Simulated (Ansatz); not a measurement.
# Bi (Bismuth): the cost of one run

Computed with Ansatz 0.2.0 (DFT PBE+D3(BJ), scalar-relativistic, plane waves, PAW, unless a step's input says otherwise).

The COD entry's cell or inner coordinates are ideal or old and differ from later refinements, so a difference from it is no clean test against experiment.

1 further run of the same task is left out (set aside as unsound or not needed).

## Step 1: The structure to begin with

Symmetry: R-3m, No. 166, trigonal system. The conventional cell has a = 4.535 Å, b = 4.535 Å, c = 11.645 Å, α = 90.00°, β = 90.00°, γ = 120.00°. Bi (site symmetry 3m) has 6 Bi at 3.09 to 3.45 Å as nearest neighbours.

Coordinates:

```
CELL_PARAMETERS angstrom
2.26734 1.30905 3.88173
-2.26734 1.30905 3.88173
0.00000 -2.61810 3.88173
ATOMIC_POSITIONS crystal
Bi 0.23713 0.23713 0.23713
Bi 0.76287 0.76287 0.76287
```

This cell was relaxed beforehand with the same method: volume 34.56 Å³/atom, gap on the mesh none (metal).

## Step 2: Bulk reference on the slab's mesh

The input, input.yaml:

```yaml
crystal:
  lattice:
    - [4.5346855261, 0.0, 0.0]
    - [-2.267342763, 3.9271528638, 0.0]
    - [2.267342763, 1.3090509546, 3.8817323445]
  atoms:
    - { symbol: Bi, position: [0.5257433146, 0.7628716573, 0.7113850281] }
    - { symbol: Bi, position: [0.4742566854, 0.2371283427, 0.2886149719] }
basis:
  ecutwfc: 420
kpoints:
  mp_grid: { grid: [9, 9, 9] }
hamiltonian:
  xc: pbe
  dispersion: d3bj
scf:
  occupations: { method: gaussian, width: 0.1 }
output:
  forces: true
  stress: true
  eigenvalues: true
```

Launch:

```console
$ ansatz run input.yaml --threads 1 --pin off --max-ram 2560MiB --backend cpu --events-out ev --progress --plain --runs-dir out
```

What time and memory should one allow on 1 thread of Intel Xeon Platinum 8259CL at 2.50GHz (Skylake/Cascade Lake), shared host?

About 5 s, with a peak of 0.44 GiB.
